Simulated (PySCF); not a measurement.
# Os²⁺: excitation energy in aug-cc-pVTZ-PP plus 1 even-tempered diffuse shell per l with ECP60

Aim: the excitation energy of osmium from differences of total energies, at each level of theory, and how far each lands from the tabulated value where there is one.

Method: unrestricted determinants in a Gaussian basis, no spin-orbit coupling in the energies. Code: PySCF 2.14.0.

### 1 What is computed

```
Element                                   : osmium (Z = 76)
Basis                                     : aug-cc-pVTZ-PP with one added diffuse shell each of s, p, d, f, g type with ECP60MDF (7s7p6d4f3g, 113 functions)
Hamiltonian                               : scalar relativity through the core potential
State 1                                   : Os²⁺: [Xe] 4f14 5d5 6p1, high-spin 7P determinant (an excited configuration)
Needed too, but not shown                 : Os²⁺ [Xe] 4f14 5d6 (5D)
Methods                                   : UHF, LDA, PBE, PBE0, r2SCAN, M06-L, PW91, M06-2X, MP2
Core shells frozen in the correlated runs : valence: 5s2 5p6 (for Os²⁺)
```

Outer shells as boxes (Hund's rule):

Os2+ [Xe] 4f14 5d5 6p1
```
[Xe] core
4f [↑↓][↑↓][↑↓][↑↓][↑↓][↑↓][↑↓]
5d [↑ ][↑ ][↑ ][↑ ][↑ ]
6p [↑ ][  ][  ]
```

One driver process ran all states and methods and kept the integrals in memory. Each run is shown as a PySCF script that sums up its settings (the driver passes frozen orbitals as a list and adds second-order terms of double hybrids); the logs are those of the runs themselves. The driver starts from symmetry-adapted Hartree-Fock orbitals, holds the occupation by maximum overlap and uses a logarithmic radial grid for functionals, so a plain start would take other cycles.

The integrals over 113 functions and the set-up took 1.5 s of CPU time.

### 2 Os²⁺ [Xe] 4f14 5d5 6p1

Level: UHF.

input.py

```python
from pyscf import gto, scf, dft, mp, cc
import basis_set_exchange as bse
txt = bse.get_basis("aug-cc-pVTZ-PP", elements=["Os"], fmt="nwchem", header=False, augment_diffuse=1)
cut = txt.index("\nECP")
mol = gto.M(atom="Os 0 0 0", charge=2, spin=6, symmetry="D2h",
            basis=gto.basis.parse(txt[:cut]),
            ecp={"Os": gto.basis.parse_ecp(txt[cut:])})
mf = scf.UHF(mol)
mf.irrep_nelec = {'Ag': (3, 1), 'B1g': (1, 0), 'B2g': (1, 0), 'B3g': (1, 0), 'B1u': (1, 1), 'B2u': (2, 1), 'B3u': (1, 1)}
mf.kernel()
```

The log of the run:

```text
damping factor = 0
level_shift factor = 0
DIIS = <class 'pyscf.scf.diis.CDIIS'>
diis_start_cycle = 1
diis_space = 10
diis_damp = 0
SCF conv_tol = 1e-09
SCF conv_tol_grad = None
number electrons alpha = 10  beta = 4
cycle= 1 E= -88.993012227415  delta_E= -0.000849  |g|= 0.00727  |ddm|= 0.03
cycle= 2 E= -88.9931313582714  delta_E= -0.000119  |g|= 0.00445  |ddm|= 0.014
cycle= 3 E= -88.9932034109028  delta_E= -7.21e-05  |g|= 0.00269  |ddm|= 0.0131
cycle= 4 E= -88.9932392563476  delta_E= -3.58e-05  |g|= 0.000326  |ddm|= 0.0159
cycle= 5 E= -88.9932395711258  delta_E= -3.15e-07  |g|= 6.26e-05  |ddm|= 0.00133
cycle= 6 E= -88.9932395788492  delta_E= -7.72e-09  |g|= 1.47e-05  |ddm|= 0.000159
cycle= 7 E= -88.993239579331  delta_E= -4.82e-10  |g|= 1.89e-06  |ddm|= 4.17e-05
converged SCF energy = -88.993239579331  <S^2> = 12.001892  2S+1 = 7.0005406
```

CPU time 3.5 s on a shared host, the integrals not counted.

Orbital energies by shell (radii are means over both spins):

| shell | electrons | mean orbital energy (eV) | spread (eV) | rms radius (bohr) |
| --- | --- | --- | --- | --- |
| 5s α | 1 | -132.64 | 0 | 1.09 |
| 5s β | 1 | -125.40 | 0 | 1.09 |
| 5p α | 3 | -88.487 | 0.100 | 1.25 |
| 5p β | 3 | -78.278 | 0.491 | 1.25 |
| 5d α | 5 | -34.446 | 0.303 | 1.74 |
| 6p α | 1 | -18.251 | 0 | 3.45 |

⟨S²⟩ = 12.002, ⟨L²⟩ = 2.02.

Energies and moments cover only the electrons outside the core potential. Spin-orbit coupling, absent here, splits the open shell strongly.

Level: LDA.

input.py, as changed from the run before:

```diff
@@ -7,3 +7,3 @@
             ecp={"Os": gto.basis.parse_ecp(txt[cut:])})
-mf = scf.UHF(mol)
+mf = dft.UKS(mol, xc="LDA,VWN")
 mf.irrep_nelec = {'Ag': (3, 1), 'B1g': (1, 0), 'B2g': (1, 0), 'B3g': (1, 0), 'B1u': (1, 1), 'B2u': (2, 1), 'B3u': (1, 1)}
```

The log of the run:

```text
damping factor = 0
level_shift factor = 0
DIIS = <class 'pyscf.scf.diis.CDIIS'>
diis_start_cycle = 1
diis_space = 10
diis_damp = 0
SCF conv_tol = 1e-09
SCF conv_tol_grad = None
number electrons alpha = 10  beta = 4
XC functionals = LDA,VWN
    P. A. M. Dirac.,  Math. Proc. Cambridge Philos. Soc. 26, 376 (1930)
    F. Bloch.,  Z. Phys. 57, 545 (1929)
    S. H. Vosko, L. Wilk, and M. Nusair.,  Can. J. Phys. 58, 1200 (1980)
cycle= 1 E= -89.362119546396  delta_E= -0.00907  |g|= 0.0309  |ddm|= 0.259
cycle= 2 E= -89.3623234817316  delta_E= -0.000204  |g|= 0.0197  |ddm|= 0.0654
cycle= 3 E= -89.362447447117  delta_E= -0.000124  |g|= 0.000594  |ddm|= 0.0159
cycle= 4 E= -89.3624475634505  delta_E= -1.16e-07  |g|= 5.81e-05  |ddm|= 0.000668
cycle= 5 E= -89.3624475648062  delta_E= -1.36e-09  |g|= 5.67e-06  |ddm|= 0.000162
cycle= 6 E= -89.36244756482  delta_E= -1.38e-11  |g|= 1.07e-07  |ddm|= 8.98e-06
converged SCF energy = -89.36244756482  <S^2> = 12.000182  2S+1 = 7.0000519
```

It used 1.9 s of CPU time after the integrals (shared host).

Level: PBE.

input.py, as changed from the run before:

```diff
@@ -7,3 +7,3 @@
             ecp={"Os": gto.basis.parse_ecp(txt[cut:])})
-mf = dft.UKS(mol, xc="LDA,VWN")
+mf = dft.UKS(mol, xc="PBE")
 mf.irrep_nelec = {'Ag': (3, 1), 'B1g': (1, 0), 'B2g': (1, 0), 'B3g': (1, 0), 'B1u': (1, 1), 'B2u': (2, 1), 'B3u': (1, 1)}
```

The log of the run:

```text
damping factor = 0
level_shift factor = 0
DIIS = <class 'pyscf.scf.diis.CDIIS'>
diis_start_cycle = 1
diis_space = 10
diis_damp = 0
SCF conv_tol = 1e-09
SCF conv_tol_grad = None
number electrons alpha = 10  beta = 4
XC functionals = PBE
    J. P. Perdew, K. Burke, and M. Ernzerhof.,  Phys. Rev. Lett. 77, 3865 (1996)
    J. P. Perdew, K. Burke, and M. Ernzerhof.,  Phys. Rev. Lett. 78, 1396 (1997)
    J. P. Perdew, K. Burke, and M. Ernzerhof.,  Phys. Rev. Lett. 77, 3865 (1996)
    J. P. Perdew, K. Burke, and M. Ernzerhof.,  Phys. Rev. Lett. 78, 1396 (1997)
cycle= 1 E= -89.5906239539566  delta_E= -0.00685  |g|= 0.00902  |ddm|= 0.229
cycle= 2 E= -89.5906561948953  delta_E= -3.22e-05  |g|= 0.00265  |ddm|= 0.0387
cycle= 3 E= -89.5906581549189  delta_E= -1.96e-06  |g|= 0.0002  |ddm|= 0.00222
cycle= 4 E= -89.5906581695929  delta_E= -1.47e-08  |g|= 0.000114  |ddm|= 0.000456
cycle= 5 E= -89.5906581738917  delta_E= -4.3e-09  |g|= 4.22e-06  |ddm|= 0.000138
cycle= 6 E= -89.5906581739017  delta_E= -1.01e-11  |g|= 3.25e-07  |ddm|= 1.18e-05
converged SCF energy = -89.5906581739017  <S^2> = 12.000559  2S+1 = 7.0001596
```

It used 2.4 s of CPU time after the integrals (shared host).

Level: PBE0.

input.py, as changed from the run before:

```diff
@@ -7,3 +7,3 @@
             ecp={"Os": gto.basis.parse_ecp(txt[cut:])})
-mf = dft.UKS(mol, xc="PBE")
+mf = dft.UKS(mol, xc="PBE0")
 mf.irrep_nelec = {'Ag': (3, 1), 'B1g': (1, 0), 'B2g': (1, 0), 'B3g': (1, 0), 'B1u': (1, 1), 'B2u': (2, 1), 'B3u': (1, 1)}
```

The log of the run:

```text
damping factor = 0
level_shift factor = 0
DIIS = <class 'pyscf.scf.diis.CDIIS'>
diis_start_cycle = 1
diis_space = 10
diis_damp = 0
SCF conv_tol = 1e-09
SCF conv_tol_grad = None
number electrons alpha = 10  beta = 4
XC functionals = PBE0
    C. Adamo and V. Barone.,  J. Chem. Phys. 110, 6158 (1999)
    M. Ernzerhof and G. E. Scuseria.,  J. Chem. Phys. 110, 5029 (1999)
cycle= 1 E= -89.5658298396563  delta_E= -0.00384  |g|= 0.00922  |ddm|= 0.164
cycle= 2 E= -89.5658905334907  delta_E= -6.07e-05  |g|= 0.0027  |ddm|= 0.0422
cycle= 3 E= -89.5658931966816  delta_E= -2.66e-06  |g|= 0.000652  |ddm|= 0.0076
cycle= 4 E= -89.56589341361  delta_E= -2.17e-07  |g|= 0.000104  |ddm|= 0.00208
cycle= 5 E= -89.56589341863  delta_E= -5.02e-09  |g|= 7.73e-06  |ddm|= 0.000363
cycle= 6 E= -89.5658934187541  delta_E= -1.24e-10  |g|= 1.8e-06  |ddm|= 3.7e-05
converged SCF energy = -89.5658934187541  <S^2> = 12.000773  2S+1 = 7.0002209
```

It used 3.8 s of CPU time after the integrals (shared host).

Level: r2SCAN.

input.py, as changed from the run before:

```diff
@@ -7,3 +7,3 @@
             ecp={"Os": gto.basis.parse_ecp(txt[cut:])})
-mf = dft.UKS(mol, xc="PBE0")
+mf = dft.UKS(mol, xc="R2SCAN")
 mf.irrep_nelec = {'Ag': (3, 1), 'B1g': (1, 0), 'B2g': (1, 0), 'B3g': (1, 0), 'B1u': (1, 1), 'B2u': (2, 1), 'B3u': (1, 1)}
```

The log of the run:

```text
damping factor = 0
level_shift factor = 0
DIIS = <class 'pyscf.scf.diis.CDIIS'>
diis_start_cycle = 1
diis_space = 10
diis_damp = 0
SCF conv_tol = 1e-09
SCF conv_tol_grad = None
number electrons alpha = 10  beta = 4
XC functionals = R2SCAN
    J. W. Furness, A. D. Kaplan, J. Ning, J. P. Perdew, and J. Sun.,  J. Phys. Chem. Lett. 11, 8208-8215 (2020)
    J. W. Furness, A. D. Kaplan, J. Ning, J. P. Perdew, and J. Sun.,  J. Phys. Chem. Lett. 11, 9248-9248 (2020)
    J. W. Furness, A. D. Kaplan, J. Ning, J. P. Perdew, and J. Sun.,  J. Phys. Chem. Lett. 11, 8208-8215 (2020)
    J. W. Furness, A. D. Kaplan, J. Ning, J. P. Perdew, and J. Sun.,  J. Phys. Chem. Lett. 11, 9248-9248 (2020)
cycle= 1 E= -89.6196110204743  delta_E= -0.00421  |g|= 0.0141  |ddm|= 0.165
cycle= 2 E= -89.6196943446977  delta_E= -8.33e-05  |g|= 0.00689  |ddm|= 0.0451
cycle= 3 E= -89.619709437996  delta_E= -1.51e-05  |g|= 0.000644  |ddm|= 0.00938
cycle= 4 E= -89.6197097167844  delta_E= -2.79e-07  |g|= 0.000114  |ddm|= 0.00326
cycle= 5 E= -89.6197097232754  delta_E= -6.49e-09  |g|= 7.18e-06  |ddm|= 0.000463
cycle= 6 E= -89.6197097233296  delta_E= -5.42e-11  |g|= 8.13e-07  |ddm|= 2.3e-05
converged SCF energy = -89.6197097233296  <S^2> = 12.001011  2S+1 = 7.0002887
```

CPU time 6.8 s on a shared host, the integrals not counted.

Level: M06-L.

input.py, as changed from the run before:

```diff
@@ -7,3 +7,3 @@
             ecp={"Os": gto.basis.parse_ecp(txt[cut:])})
-mf = dft.UKS(mol, xc="R2SCAN")
+mf = dft.UKS(mol, xc="M06L")
 mf.irrep_nelec = {'Ag': (3, 1), 'B1g': (1, 0), 'B2g': (1, 0), 'B3g': (1, 0), 'B1u': (1, 1), 'B2u': (2, 1), 'B3u': (1, 1)}
```

The log of the run:

```text
damping factor = 0
level_shift factor = 0
DIIS = <class 'pyscf.scf.diis.CDIIS'>
diis_start_cycle = 1
diis_space = 10
diis_damp = 0
SCF conv_tol = 1e-09
SCF conv_tol_grad = None
number electrons alpha = 10  beta = 4
XC functionals = M06L
    Y. Zhao and D. G. Truhlar.,  J. Chem. Phys. 125, 194101 (2006)
    Y. Zhao and D. G. Truhlar.,  J. Chem. Phys. 125, 194101 (2006)
    Y. Zhao and D. G. Truhlar.,  Theor. Chem. Acc. 120, 215 (2008)
cycle= 1 E= -89.6065395673871  delta_E= -0.00433  |g|= 0.0253  |ddm|= 0.128
cycle= 2 E= -89.6067148688143  delta_E= -0.000175  |g|= 0.0132  |ddm|= 0.0706
cycle= 3 E= -89.6067718450904  delta_E= -5.7e-05  |g|= 0.00149  |ddm|= 0.0155
cycle= 4 E= -89.60677276907  delta_E= -9.24e-07  |g|= 0.00217  |ddm|= 0.00746
cycle= 5 E= -89.6067729790277  delta_E= -2.1e-07  |g|= 0.00205  |ddm|= 0.00185
cycle= 6 E= -89.6067737959048  delta_E= -8.17e-07  |g|= 0.0042  |ddm|= 0.000874
cycle= 7 E= -89.6067733357067  delta_E= 4.6e-07  |g|= 0.00344  |ddm|= 0.000881
cycle= 8 E= -89.6067734918541  delta_E= -1.56e-07  |g|= 0.00438  |ddm|= 0.000415
cycle= 9 E= -89.6067732060568  delta_E= 2.86e-07  |g|= 0.00171  |ddm|= 0.00132
cycle= 10 E= -89.6067732138114  delta_E= -7.75e-09  |g|= 0.00167  |ddm|= 2.14e-05
[... 95 lines left out ...]
cycle= 40 E= -89.6067730454087  delta_E= 1.73e-08  |g|= 0.0016  |ddm|= 0.00039
cycle= 41 E= -89.6067730881512  delta_E= -4.27e-08  |g|= 0.00137  |ddm|= 0.000126
cycle= 42 E= -89.6067731036308  delta_E= -1.55e-08  |g|= 0.00118  |ddm|= 5.03e-05
cycle= 43 E= -89.6067730904434  delta_E= 1.32e-08  |g|= 0.00114  |ddm|= 0.000137
cycle= 44 E= -89.6067730703494  delta_E= 2.01e-08  |g|= 0.00101  |ddm|= 0.000244
cycle= 45 E= -89.6067731130325  delta_E= -4.27e-08  |g|= 0.000794  |ddm|= 0.000279
cycle= 46 E= -89.606773083028  delta_E= 3e-08  |g|= 0.000893  |ddm|= 0.000124
cycle= 47 E= -89.6067728500935  delta_E= 2.33e-07  |g|= 0.00178  |ddm|= 0.000525
cycle= 48 E= -89.6067732399843  delta_E= -3.9e-07  |g|= 0.00212  |ddm|= 0.000836
cycle= 49 E= -89.6067729048324  delta_E= 3.35e-07  |g|= 0.00149  |ddm|= 0.000845
[... the stored log ends here ...]
```

CPU time 2.8 min on a shared host, the integrals not counted.

This run did not converge, so its energy enters no difference.

Level: PW91.

input.py, as changed from the run before:

```diff
@@ -7,3 +7,3 @@
             ecp={"Os": gto.basis.parse_ecp(txt[cut:])})
-mf = dft.UKS(mol, xc="M06L")
+mf = dft.UKS(mol, xc="PW91,PW91")
 mf.irrep_nelec = {'Ag': (3, 1), 'B1g': (1, 0), 'B2g': (1, 0), 'B3g': (1, 0), 'B1u': (1, 1), 'B2u': (2, 1), 'B3u': (1, 1)}
```

The log of the run:

```text
damping factor = 0
level_shift factor = 0
DIIS = <class 'pyscf.scf.diis.CDIIS'>
diis_start_cycle = 1
diis_space = 10
diis_damp = 0
SCF conv_tol = 1e-09
SCF conv_tol_grad = None
number electrons alpha = 10  beta = 4
XC functionals = PW91,PW91
    J. P. Perdew. In P. Ziesche and H. Eschrig, editors, Proceedings of the 75. WE-Heraeus-Seminar and 21st Annual International Symposium on Electronic Structure of Solids, 11. Berlin, 1991. Akademie Verlag.
    J. P. Perdew, J. A. Chevary, S. H. Vosko, K. A. Jackson, M. R. Pederson, D. J. Singh, and C. Fiolhais.,  Phys. Rev. B 46, 6671 (1992)
    J. P. Perdew, J. A. Chevary, S. H. Vosko, K. A. Jackson, M. R. Pederson, D. J. Singh, and C. Fiolhais.,  Phys. Rev. B 48, 4978 (1993)
    J. P. Perdew. In P. Ziesche and H. Eschrig, editors, Proceedings of the 75. WE-Heraeus-Seminar and 21st Annual International Symposium on Electronic Structure of Solids, 11. Berlin, 1991. Akademie Verlag.
    J. P. Perdew, J. A. Chevary, S. H. Vosko, K. A. Jackson, M. R. Pederson, D. J. Singh, and C. Fiolhais.,  Phys. Rev. B 46, 6671 (1992)
    J. P. Perdew, J. A. Chevary, S. H. Vosko, K. A. Jackson, M. R. Pederson, D. J. Singh, and C. Fiolhais.,  Phys. Rev. B 48, 4978 (1993)
cycle= 1 E= -89.6303433672592  delta_E= -0.00728  |g|= 0.00946  |ddm|= 0.26
cycle= 2 E= -89.6303755652817  delta_E= -3.22e-05  |g|= 0.00302  |ddm|= 0.0381
cycle= 3 E= -89.6303781195955  delta_E= -2.55e-06  |g|= 0.0004  |ddm|= 0.00267
cycle= 4 E= -89.6303781745818  delta_E= -5.5e-08  |g|= 0.000131  |ddm|= 0.00044
cycle= 5 E= -89.630378180272  delta_E= -5.69e-09  |g|= 4.72e-06  |ddm|= 0.000237
cycle= 6 E= -89.630378180284  delta_E= -1.2e-11  |g|= 3.77e-07  |ddm|= 1.45e-05
converged SCF energy = -89.630378180284  <S^2> = 12.000519  2S+1 = 7.0001482
```

CPU time 2.5 s on a shared host, the integrals not counted.

Level: M06-2X.

input.py, as changed from the run before:

```diff
@@ -7,3 +7,3 @@
             ecp={"Os": gto.basis.parse_ecp(txt[cut:])})
-mf = dft.UKS(mol, xc="PW91,PW91")
+mf = dft.UKS(mol, xc="M062X")
 mf.irrep_nelec = {'Ag': (3, 1), 'B1g': (1, 0), 'B2g': (1, 0), 'B3g': (1, 0), 'B1u': (1, 1), 'B2u': (2, 1), 'B3u': (1, 1)}
```

The log of the run:

```text
damping factor = 0
level_shift factor = 0
DIIS = <class 'pyscf.scf.diis.CDIIS'>
diis_start_cycle = 1
diis_space = 10
diis_damp = 0
SCF conv_tol = 1e-09
SCF conv_tol_grad = None
number electrons alpha = 10  beta = 4
XC functionals = M062X
    Y. Zhao and D. G. Truhlar.,  Theor. Chem. Acc. 120, 215 (2008)
    Y. Zhao and D. G. Truhlar.,  Theor. Chem. Acc. 120, 215 (2008)
cycle= 1 E= -89.4251922481559  delta_E= -0.00626  |g|= 0.0194  |ddm|= 0.232
cycle= 2 E= -89.4256421487292  delta_E= -0.00045  |g|= 0.00715  |ddm|= 0.0925
cycle= 3 E= -89.4257506480192  delta_E= -0.000108  |g|= 0.00346  |ddm|= 0.039
cycle= 4 E= -89.4257871931484  delta_E= -3.65e-05  |g|= 0.00132  |ddm|= 0.0207
cycle= 5 E= -89.4257963201356  delta_E= -9.13e-06  |g|= 0.00037  |ddm|= 0.00796
cycle= 6 E= -89.4257970537938  delta_E= -7.34e-07  |g|= 3.75e-05  |ddm|= 0.00241
cycle= 7 E= -89.4257970580052  delta_E= -4.21e-09  |g|= 5.21e-06  |ddm|= 0.000284
cycle= 8 E= -89.4257970580505  delta_E= -4.53e-11  |g|= 4.99e-07  |ddm|= 2.75e-05
converged SCF energy = -89.4257970580505  <S^2> = 12.000193  2S+1 = 7.0000551
```

It used 10 s of CPU time after the integrals (shared host).

Level: MP2 (valence).

input.py, as changed from the run before:

```diff
@@ -7,4 +7,5 @@
             ecp={"Os": gto.basis.parse_ecp(txt[cut:])})
-mf = dft.UKS(mol, xc="M062X")
+mf = scf.UHF(mol)
 mf.irrep_nelec = {'Ag': (3, 1), 'B1g': (1, 0), 'B2g': (1, 0), 'B3g': (1, 0), 'B1u': (1, 1), 'B2u': (2, 1), 'B3u': (1, 1)}
 mf.kernel()
+mp.UMP2(mf, frozen=4).kernel()
```

This step left no log, only its results.

CPU time 0.44 s on a shared host, the integrals not counted.

With 6 electrons correlated, the MP2 correlation energy is -0.07092 hartree (-0.07092 same spin, 0.00000 opposite spin); the SCS form gives -0.02364. Largest pairs of shells: 5d-5d -0.0531, 5d-6p -0.0178, 6p-6p 0.0000.

Radial density 4πr²ρ of Os²⁺ at UHF, the electrons outside the core potential:

| r (bohr) | density | spin density |
| --- | --- | --- |
| 0.134 | 1.70e-05 | 0.000 |
| 0.225 | 0.000709 | 0.000 |
| 0.379 | 0.0742 | 0.008 |
| 0.638 | 3.93 | 0.386 |
| 1.07 | 12.8 | 3.262 |
| 1.80 | 4.41 | 2.865 |
| 3.04 | 0.740 | 0.725 |
| 5.11 | 0.0827 | 0.083 |
| 8.59 | 0.000280 | 0.000 |

### 3 Differences of total energies

Excitation energy: Os²⁺ [Xe] 4f14 5d6 (5D) → Os²⁺ [Xe] 4f14 5d5 6p1 (7P).

```csv
method,value (eV)
UHF,6.779
LDA,7.553
PBE,7.542
PBE0,7.597
r2SCAN,7.264
PW91,7.556
M06-2X,8.450
MP2 (valence),7.565
SCS-MP2 (valence),8.111
```

The differences also use runs on Os²⁺ [Xe] 4f14 5d6 (5D), which are not shown here.

### 4 Outcome

| quantity | value |
| --- | --- |
| excitation energy, Os²⁺ → [Xe] 4f14 5d5 6p1 | UHF 6.779, MP2 (valence) 7.565 eV |

**Reading.** The methods span 1.670 eV, from UHF (6.779) to M06-2X (8.450). No reference value is at hand in this session. The basis is finite, and no extrapolation was made.
